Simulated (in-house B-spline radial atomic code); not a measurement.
# Co²⁴⁺: a one-valence-electron spectrum

How much does correlation with the core 1s2 bind the valence electron of Co²⁴⁺, and what spectrum follows?

The numbers are computed with an in-house B-spline radial atomic code, version 1 (frozen-core Dirac-Hartree-Fock, second-order and screened correlation potential (Brueckner orbitals), static RPA core polarisation, Breit and QED for the lowest s, p, d states, no-pair Dirac-Coulomb), except any that are marked as measured or tabulated.

### 1 Starting point

```
element : cobalt (Z = 27)
charge  : +24
core    : 1s2
nucleus : mass number 59, rms radius 3.788 fm
```

### 2 The run, and its states

The run's settings:

```ini
basis_form = 2
Z = 27
core_configuration = 1s2
rms_radius = 3.7875
mass_number = 59
speed_of_light = 137.035999084
box_radius = 8.448
lmax = 6
intervals = 62
virtual_cutoff = 1458.0
```

On the command line:

```console
> python run_mb.py task.json out
```

From the run's result record (rounded, not every field):

```text
{
  "status": "converged",
  "warnings": ["a state reaches the box edge"],
  "core_hf_energy [hartree]": -719.20366816,
  "lowest_core_excitation [hartree]": 265.173,
  "core_polarisability [au]": 1.71691e-05,
  "core_quadrupole_polarisability [au]": 8.09896e-08,
  "states": [
    {"name": "2s1/2", "dhf": -81.57862, "second_order": -0.00565533, "tail": -6.802e-06, "brueckner2": -81.58428, "screened": -81.58436, "overlap": 1.0, "breit": 0.022864, "qed": 0.019664, "r": 0.229916, "edge": 6.2e-16},
    {"name": "3s1/2", "dhf": -35.75689, "second_order": -0.00158774, "tail": -1.538e-06, "brueckner2": -35.75848, "screened": -35.7585, "overlap": 1.0, "breit": 0.0064557, "qed": 0.0059011, "r": 0.524194, "edge": 6.1e-15},
    {"name": "4s1/2", "dhf": -19.97225, "second_order": -0.0006258617, "tail": -5.841e-07, "brueckner2": -19.97287, "screened": -19.97288, "overlap": 1.0, "r": 0.938516, "edge": 2.3e-13},
    {"name": "5s1/2", "dhf": -12.72743, "second_order": -0.0003108552, "tail": -2.844e-07, "brueckner2": -12.72774, "screened": -12.72774, "overlap": 1.0, "r": 1.47285, "edge": 6.6e-13},
    {"name": "2p1/2", "dhf": -79.7069, "second_order": -0.01286907, "tail": -1.564e-05, "brueckner2": -79.71977, "screened": -79.71986, "overlap": 1.0, "breit": 0.044663, "qed": -0.0011498, "r": 0.194645, "edge": 2.4e-16},
    {"name": "3p1/2", "dhf": -35.23763, "second_order": -0.003150425, "tail": -2.398e-06, "brueckner2": -35.24078, "screened": -35.2408, "overlap": 1.0, "breit": 0.012462, "qed": -0.00024363, "r": 0.491575, "edge": 2.6e-15},
    {"name": "4p1/2", "dhf": -19.7584, "second_order": -0.001213334, "tail": -7.984e-07, "brueckner2": -19.75961, "screened": -19.75962, "overlap": 1.0, "r": 0.908427, "edge": 1.3e-13},
    {"name": "5p1/2", "dhf": -12.61926, "second_order": -0.0005969219, "tail": -3.663e-07, "brueckner2": -12.61986, "screened": -12.61986, "overlap": 1.0, "r": 1.44527, "edge": 4.3e-13},
    {"name": "2p3/2", "dhf": -78.99328, "second_order": -0.01209232, "tail": -1.533e-05, "brueckner2": -79.00538, "screened": -79.00546, "overlap": 1.0, "breit": 0.019462, "qed": 0.00048381, "r": 0.197034, "edge": 2.5e-16},
    {"name": "3p3/2", "dhf": -35.02664, "second_order": -0.00295865, "tail": -2.428e-06, "brueckner2": -35.02959, "screened": -35.02961, "overlap": 1.0, "breit": 0.0052736, "qed": 0.000234, "r": 0.494901, "edge": 3.4e-15},
    {"name": "4p3/2", "dhf": -19.66958, "second_order": -0.001139294, "tail": -8.177e-07, "brueckner2": -19.67072, "screened": -19.67073, "overlap": 1.0, "r": 0.912783, "edge": 1.4e-13},
    {"name": "5p3/2", "dhf": -12.57386, "second_order": -0.0005606063, "tail": -3.772e-07, "brueckner2": -12.57442, "screened": -12.57443, "overlap": 1.0, "r": 1.45069, "edge": 4.4e-13},
    {"name": "3d3/2", "dhf": -34.82729, "second_order": -0.001273086, "tail": -4.132e-06, "brueckner2": -34.82856, "screened": -34.82858, "overlap": 1.0, "breit": 0.0004592, "qed": -7.4002e-05, "r": 0.417941, "edge": 4.6e-17},
    {"name": "4d3/2", "dhf": -19.58687, "second_order": -0.0005595485, "tail": -2.035e-06, "brueckner2": -19.58743, "screened": -19.58744, "overlap": 1.0, "breit": 0.00025279, "qed": -2.9627e-05, "r": 0.836777, "edge": 3.1e-14},
    {"name": "5d3/2", "dhf": -12.53185, "second_order": -0.0002864421, "tail": -1.089e-06, "brueckner2": -12.53214, "screened": -12.53214, "overlap": 1.0, "r": 1.37566, "edge": 1.5e-13},
    {"name": "6d3/2", "dhf": -8.700268, "second_order": -0.0001657609, "tail": -6.428e-07, "brueckner2": -8.700434, "screened": -8.700437, "overlap": 1.0, "r": 2.03456, "edge": 2.4e-12},
    {"name": "3d5/2", "dhf": -34.7625, "second_order": -0.001245172, "tail": -3.951e-06, "brueckner2": -34.76375, "screened": -34.76377, "overlap": 1.0, "breit": 0.0001416, "qed": 8.835e-05, "r": 0.419131, "edge": 6e-17},
    {"name": "4d5/2", "dhf": -19.55949, "second_order": -0.0005466009, "tail": -1.949e-06, "brueckner2": -19.56004, "screened": -19.56005, "overlap": 1.0, "breit": 7.7129e-05, "qed": 3.8977e-05, "r": 0.838223, "edge": 3.2e-14},
    {"name": "5d5/2", "dhf": -12.51783, "second_order": -0.0002797057, "tail": -1.044e-06, "brueckner2": -12.51811, "screened": -12.51811, "overlap": 1.0, "r": 1.37741, "edge": 1.5e-13},
    {"name": "6d5/2", "dhf": -8.692151, "second_order": -0.0001618417, "tail": -6.165e-07, "brueckner2": -8.692313, "screened": -8.692316, "overlap": 1.0, "r": 2.03662, "edge": 2.5e-12},
    {"name": "4f5/2", "dhf": -19.55505, "second_order": -0.0001189282, "tail": -4.134e-07, "brueckner2": -19.55517, "screened": -19.55517, "overlap": 1.0, "r": 0.71851, "edge": 7.7e-16},
    {"name": "5f5/2", "dhf": -12.51533, "second_order": -6.763649e-05, "tail": -3.067e-07, "brueckner2": -12.5154, "screened": -12.5154, "overlap": 1.0, "r": 1.25777, "edge": 1.6e-14},
    {"name": "6f5/2", "dhf": -8.69064, "second_order": -4.077276e-05, "tail": -2.065e-07, "brueckner2": -8.690681, "screened": -8.690681, "overlap": 1.0, "r": 1.91706, "edge": 1.1e-12},
    {"name": "7f5/2", "dhf": -6.384446, "second_order": -2.62807e-05, "tail": -1.409e-07, "brueckner2": -6.384472, "screened": -6.384472, "overlap": 1.0, "r": 2.69637, "edge": 4.8e-08},
    {"name": "4f7/2", "dhf": -19.54147, "second_order": -0.0001178391, "tail": -3.998e-07, "brueckner2": -19.54159, "screened": -19.54159, "overlap": 1.0, "r": 0.719322, "edge": 7.8e-16},
    {"name": "5f7/2", "dhf": -12.50838, "second_order": -6.694722e-05, "tail": -2.963e-07, "brueckner2": -12.50844, "screened": -12.50844, "overlap": 1.0, "r": 1.2587, "edge": 1.6e-14},
    {"name": "6f7/2", "dhf": -8.686614, "second_order": -4.033941e-05, "tail": -1.994e-07, "brueckner2": -8.686654, "screened": -8.686655, "overlap": 1.0, "r": 1.91813, "edge": 1.1e-12},
    {"name": "7f7/2", "dhf": -6.38191, "second_order": -2.599556e-05, "tail": -1.361e-07, "brueckner2": -6.381936, "screened": -6.381937, "overlap": 1.0, "r": 2.69759, "edge": 4.8e-08},
    {"name": "5g7/2", "dhf": -12.50833, "second_order": -1.664124e-05, "tail": -1.702e-07, "brueckner2": -12.50835, "screened": -12.50835, "overlap": 1.0, "r": 1.09871, "edge": 9.7e-18},
    {"name": "6g7/2", "dhf": -8.686581, "second_order": -1.069679e-05, "tail": -1.378e-07, "brueckner2": -8.686592, "screened": -8.686592, "overlap": 1.0, "r": 1.75815, "edge": 3.4e-13},
    {"name": "7g7/2", "dhf": -6.381888, "second_order": -7.090205e-06, "tail": -1.014e-07, "brueckner2": -6.381895, "screened": -6.381895, "overlap": 1.0, "r": 2.53761, "edge": 1.9e-08},
    {"name": "5g9/2", "dhf": -12.50416, "second_order": -1.657544e-05, "tail": -1.685e-07, "brueckner2": -12.50418, "screened": -12.50418, "overlap": 1.0, "r": 1.09933, "edge": 8.4e-18},
    {"name": "6g9/2", "dhf": -8.68417, "second_order": -1.064909e-05, "tail": -1.362e-07, "brueckner2": -8.68418, "screened": -8.68418, "overlap": 1.0, "r": 1.75883, "edge": 3.5e-13},
    {"name": "7g9/2", "dhf": -6.380369, "second_order": -7.056827e-06, "tail": -1.002e-07, "brueckner2": -6.380376, "screened": -6.380376, "overlap": 1.0, "r": 2.53837, "edge": 1.9e-08}
  ]
}
```

Run time: 4.3 s. Hardware: 1 thread, shared host.

Fields of a state (hartree, bohr): dhf, the second-order shift, its tail beyond lmax, Brueckner energies at second order and screened, overlap with the DHF orbital, Breit and QED shifts, mean radii, and edge, the weight near the box wall.

2 further states of the record are not shown: above the first core excitation the self-energy has poles, and states at the box wall or far from their DHF orbital are unsound.

### 3 The levels

Energy to remove the valence electron (eV); shifts add to DHF.

```
state       DHF  Brueckner, 2nd order  screened  Breit + QED     final  quantum defect
2s1/2  2219.867                 0.154     0.156       -1.157  2218.866           0.042
2p1/2  2168.935                 0.351     0.353       -1.184  2168.104           0.020
2p3/2  2149.517                 0.330     0.332       -0.543  2149.306           0.011
3s1/2   972.995                 0.043     0.044       -0.336   972.702           0.043
3p1/2   958.865                 0.086     0.086       -0.332   958.619           0.022
3p3/2   953.123                 0.081     0.081       -0.150   953.055           0.013
3d3/2   947.699                 0.035     0.035       -0.010   947.724           0.005
3d5/2   945.936                 0.034     0.035       -0.006   945.964           0.002
4s1/2   543.472                 0.017     0.017            -   543.490           0.044
4p1/2   537.653                 0.033     0.033            -   537.687           0.023
4p3/2   535.237                 0.031     0.031            -   535.268           0.014
4d3/2   532.986                 0.015     0.016       -0.006   532.995           0.006
4d5/2   532.241                 0.015     0.015       -0.003   532.253           0.003
4f5/2   532.120                 0.003     0.003            -   532.123           0.002
4f7/2   531.751                 0.003     0.003            -   531.754           0.001
5s1/2   346.331                 0.008     0.009            -   346.339           0.045
5p1/2   343.388                 0.016     0.016            -   343.404           0.024
5p3/2   342.152                 0.015     0.015            -   342.168           0.015
5d3/2   341.009                 0.008     0.008            -   341.017           0.006
5d5/2   340.627                 0.008     0.008            -   340.635           0.004
5f5/2   340.560                 0.002     0.002            -   340.561           0.003
5f7/2   340.370                 0.002     0.002            -   340.372           0.002
5g7/2   340.369                 0.000     0.000            -   340.369           0.002
5g9/2   340.256                 0.000     0.000            -   340.256           0.001
6d3/2   236.746                 0.005     0.005            -   236.751           0.007
6d5/2   236.525                 0.004     0.004            -   236.530           0.004
6f5/2   236.484                 0.001     0.001            -   236.485           0.003
6f7/2   236.375                 0.001     0.001            -   236.376           0.002
6g7/2   236.374                 0.000     0.000            -   236.374           0.002
6g9/2   236.308                 0.000     0.000            -   236.309           0.001
7f5/2   173.730                 0.001     0.001            -   173.730           0.004
7f7/2   173.661                 0.001     0.001            -   173.661           0.002
7g7/2   173.660                 0.000     0.000            -   173.660           0.002
7g9/2   173.619                 0.000     0.000            -   173.619           0.002
```

Fine-structure intervals (cm⁻¹):

```
doublet     DHF  final (correlation, and Breit and QED where computed)
     2p  156621                                                 151620
     3p   46309                                                  44878
     3d   14219                                                  14192
     4p   19494                                                  19510
     4d    6009                                                   5988
     4f    2980                                                   2981
     5p    9963                                                   9971
     5d    3078                                                   3080
     5f    1527                                                   1527
     5g   914.5                                                  914.5
     6d    1781                                                   1782
     6f   883.6                                                  883.7
     6g   529.3                                                  529.3
     7f   556.4                                                  556.5
     7g   333.4                                                  333.4
```

### 4 Transitions

The record's fields for this part:

```text
{
  "matrix_elements": [
    [1, "2p1/2", "2s1/2", 0.16529, 0.16496, 0.16493],
    [1, "2p1/2", "3s1/2", -0.033971, -0.034089, -0.03407],
    [1, "2p1/2", "4s1/2", -0.013554, -0.013623, -0.013617],
    [1, "2p1/2", "5s1/2", -0.0080344, -0.0080819, -0.0080785],
    [1, "3p1/2", "2s1/2", -0.091191, -0.091254, -0.091271],
    [1, "3p1/2", "3s1/2", 0.40827, 0.40818, 0.40814],
    [1, "3p1/2", "4s1/2", -0.087897, -0.087945, -0.087907],
    [1, "3p1/2", "5s1/2", -0.034155, -0.034187, -0.034175],
    [1, "4p1/2", "2s1/2", -0.039157, -0.039185, -0.039189],
    [1, "4p1/2", "3s1/2", -0.16289, -0.16292, -0.16295],
    [1, "4p1/2", "4s1/2", 0.74857, 0.74853, 0.74849],
    [1, "4p1/2", "5s1/2", -0.16503, -0.16505, -0.165],
    [1, "5p1/2", "2s1/2", -0.023824, -0.023842, -0.023843],
    [1, "5p1/2", "3s1/2", -0.069141, -0.069164, -0.06917],
    [1, "5p1/2", "4s1/2", -0.25358, -0.2536, -0.25365],
    [1, "5p1/2", "5s1/2", 1.1866, 1.1866, 1.1866],
    [1, "2p3/2", "2s1/2", -0.23578, -0.23532, -0.23529],
    [1, "2p3/2", "3s1/2", 0.050691, 0.050854, 0.050828],
    [1, "2p3/2", "4s1/2", 0.02004, 0.020135, 0.020127],
    [1, "2p3/2", "5s1/2", 0.011846, 0.011911, 0.011907],
    [1, "3p3/2", "2s1/2", 0.12596, 0.12605, 0.12607],
    [1, "3p3/2", "3s1/2", -0.58044, -0.5803, -0.58026],
    [1, "3p3/2", "4s1/2", 0.13052, 0.13059, 0.13054],
    [1, "3p3/2", "5s1/2", 0.050245, 0.050289, 0.050274],
    [1, "4p3/2", "2s1/2", 0.05471, 0.054751, 0.054755],
    [1, "4p3/2", "3s1/2", 0.2236, 0.22365, 0.22368],
    [1, "4p3/2", "4s1/2", -1.0626, -1.0625, -1.0625],
    [1, "4p3/2", "5s1/2", 0.24438, 0.24441, 0.24433],
    [1, "5p3/2", "2s1/2", 0.033419, 0.033443, 0.033445],
    [1, "5p3/2", "3s1/2", 0.096012, 0.096044, 0.096051],
    [1, "5p3/2", "4s1/2", 0.34702, 0.34705, 0.3471],
    [1, "5p3/2", "5s1/2", -1.6829, -1.6829, -1.6828],
    [1, "3d3/2", "2p1/2", 0.21185, 0.21163, 0.21159],
    [1, "3d3/2", "3p1/2", -0.46443, -0.46439, -0.46438],
    [1, "3d3/2", "4p1/2", 0.067189, 0.067204, 0.067228],
    [1, "3d3/2", "5p1/2", 0.024574, 0.024584, 0.024591],
    [1, "4d3/2", "2p1/2", 0.078024, 0.077891, 0.077885],
    [1, "4d3/2", "3p1/2", 0.33325, 0.33322, 0.33315],
    [1, "4d3/2", "4p1/2", -0.95906, -0.95904, -0.95902],
    [1, "4d3/2", "5p1/2", 0.1555, 0.15551, 0.15556],
    [1, "5d3/2", "2p1/2", 0.044828, 0.044734, 0.044733],
    [1, "5d3/2", "3p1/2", 0.13387, 0.13385, 0.13383],
    [1, "5d3/2", "4p1/2", 0.4829, 0.4829, 0.48279],
    [1, "5d3/2", "5p1/2", -1.5858, -1.5858, -1.5858],
    [1, "6d3/2", "2p1/2", 0.03053, 0.03046, 0.030459],
    "... 328 more rows left out ..."
  ]
}
```

Each row: multipole K, the two states, and the reduced element at DHF, with RPA, and with Brueckner orbitals and RPA (atomic units); rows between the states shown.

Electric-dipole lines from the final energies and elements:

```
upper  lower  wavelength (nm)  rate (1/s)  oscillator strength
2p1/2  2s1/2           24.425    1.89e+09               0.0169
2p3/2  2s1/2           17.824    4.95e+09               0.0472
3p1/2  2s1/2          0.98381    8.86e+12                0.129
3p3/2  2s1/2          0.97948    8.57e+12                0.246
4p1/2  2s1/2          0.73748    3.88e+12               0.0316
4p3/2  2s1/2          0.73642    3.80e+12               0.0618
5p1/2  2s1/2          0.66109    1.99e+12               0.0131
5p3/2  2s1/2          0.66065    1.96e+12               0.0257
3s1/2  2p1/2           1.0372    1.05e+12               0.0170
3d3/2  2p1/2           1.0159    2.16e+13                0.669
4s1/2  2p1/2          0.76316    4.23e+11              0.00369
4d3/2  2p1/2          0.75826    7.05e+12                0.122
5s1/2  2p1/2          0.68057    2.10e+11              0.00146
5d3/2  2p1/2          0.67859    3.24e+12               0.0448
6d3/2  2p1/2          0.64196    1.78e+12               0.0219
3s1/2  2p3/2           1.0537    2.24e+12               0.0186
```

### 5 Hyperfine structure

From the fields A (MHz per unit nuclear g-factor, uniformly magnetised nucleus), B (MHz per barn) and alpha0 of the same record:

```
state  A, DHF  A, RPA  A, Brueckner + RPA  B, final  α0 (bohr³)
2s1/2  594458  609867              610021         -     0.01228
2p1/2  188460  192545              192628         -   -0.004432
2p3/2   35401   32112               32125     65735   -0.003129
3s1/2  173500  177638              177670         -           -
3p1/2   55640   56577               56589         -           -
3p3/2   10465    9739                9741     19504           -
3d3/2    5988    6036                6038      3657     -0.1181
3d5/2    2542    2496                2497      5119     -0.1577
4s1/2   72570   74254               74265         -           -
4p1/2   23403   23765               23769         -           -
4p3/2    4407    4130                4131      8223           -
4d3/2    2532    2557                2557      1554           -
4d5/2    1075    1051                1051      2169           -
4f5/2   764.8   765.2               765.2       769      -4.871
```

### 6 Summary of results

| quantity | value |
| --- | --- |
| lowest one-electron state over this core | 2s1/2 |
| its removal energy | 2218.9 eV (DHF 2219.9 eV) |
| next one-electron state | 2p1/2 at 50.76 eV |
| strongest of the lines computed from the lowest state (states outside the list are missing) | 3p3/2, 0.9795 nm, f = 0.246 |
| polarisability of the lowest state | 0.01228 bohr³ |
| core polarisability | 1.717e-05 bohr³ |
| tabulated theoretical ionisation energy | 2218.9 eV (NIST Atomic Spectra Database, ionization energies) |

Correlation with the core adds 0.0070 % to the binding of 2s1/2, and the screened shift differs from the second-order Brueckner one by +1.4 %. The quantum defects of the lowest states are s 0.04, p 0.02, d 0.00, f 0.00, g 0.00. The tabulated theoretical ionisation energy, 2218.9 eV, is missed by 0.000 % at the final rung.
